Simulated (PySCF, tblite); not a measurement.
# C5H7N2P: geometry, infrared bands and NMR shifts

What infrared bands and NMR shifts should C5H7N2P (`c1nn(C2CC2)cp1`) show?

Programs: tblite 0.8.0 and PySCF 2.14.0, with density-fitted response routines of our own. Each step states its level of theory. These are calculated values for one molecule in the gas phase, unless marked as measured. Atoms are numbered from 0 throughout.

### Step 1. The molecule as given

15 atoms, charge 0, multiplicity 1; geometry from: force field or distance geometry start.

Bonds of the start (Å): C0–N1 1.35, N1–N2 1.34, N2–C3 1.49, C3–C4 1.52, C4–C5 1.50, N2–C6 1.37, C6–P7 1.84, P7–C0 1.84, C5–C3 1.52, C0–H8 1.08, C3–H9 1.07, C4–H10 1.08, C4–H11 1.09, C5–H12 1.09, C5–H13 1.08, C6–H14 1.09.

### Step 2. Relaxing the molecule with GFN2-xTB

Job settings and geometry (Å):

```
{"job": {"kind": "relax", "xc": "GFN2-xTB", "basis": "xTB"}, "charge": 0, "multiplicity": 1}
C      2.654100    -0.743300     0.270300
N      1.387200    -1.088600    -0.059100
N      0.678800     0.034700    -0.225400
C     -0.759600    -0.018900    -0.622800
C     -1.854600     0.580700     0.238700
C     -1.749200    -0.909400     0.113800
C      1.337000     1.225400    -0.084300
P      3.107400     1.040000     0.380300
H      3.377000    -1.523400     0.460700
H     -0.881200     0.029600    -1.687700
H     -1.592900     1.029800     1.180700
H     -2.678600     1.068900    -0.277200
H     -1.394500    -1.463900     0.987500
H     -2.479200    -1.436300    -0.478200
H      0.843900     2.182800    -0.219100
```

Run with:

```bash
$ OMP_NUM_THREADS=1 python probes_run.py task.json out
```

The driver reads the jobs from task.json and runs them one after another.

**Question.** This job is followed by: GFN2-xTB harmonic vibrations, gas phase; GIAO PBE0/pcSseg-1 NMR shielding, non-relativistic, gas phase. What will the session give for the following? strongest single infrared mode (GFN2-xTB); zero-point energy (GFN2-xTB); ¹³C shifts against TMS (PBE0/pcSseg-1, means over atoms taken as alike); ¹H shifts against TMS (PBE0/pcSseg-1, means over atoms taken as alike); ¹⁵N shifts against NH3 (PBE0/pcSseg-1); ³¹P shifts against H3PO4 (PBE0/pcSseg-1); surface potential, 1st and 99th percentile.

The runs gave:

```
                                                               quantity                             value
                              strongest single infrared mode (GFN2-xTB)              1387 cm⁻¹, 54 km/mol
                                           zero-point energy (GFN2-xTB)                     72.0 kcal/mol
¹³C shifts against TMS (PBE0/pcSseg-1, means over atoms taken as alike)      166.4, 166.1, 35.6, 10.5 ppm
 ¹H shifts against TMS (PBE0/pcSseg-1, means over atoms taken as alike)  8.84, 8.71, 3.63, 1.19, 1.06 ppm
                                 ¹⁵N shifts against NH3 (PBE0/pcSseg-1)                  379.9, 260.1 ppm
                               ³¹P shifts against H3PO4 (PBE0/pcSseg-1)                         115.6 ppm
                                  surface potential, 1st and 99th percentile                -1.52 V and 1.16 V
```

In words: The optimisation took 39 steps and gained 0.580 eV; among the close pairs (by a distance rule), C6–P7 changed most, from 1.840 to 1.721 Å. The lowest mode is slightly imaginary (11i cm⁻¹), a soft motion within the noise of the Hessian, so the minimum is not strictly shown. The strongest single mode, at 1387 cm⁻¹, is spread over many atoms; the largest shares are those of N2, C3. Unscaled tight-binding wavenumbers are off by several per cent, some by more. Its intensities can rank the bands wrongly. At PBE0/pcSseg-1: The largest span, 556 ppm, is at N1, where the paramagnetic term is -437 ppm. NICS(1)zz of -31 ppm above the planar ring from C0 marks a diatropic (aromatic) ring current. By nearest atom (PBE0/pcSseg-1), the HOMO sits on P7 47 %; C6 16 % and the LUMO on P7 34 %; C6 29 %.
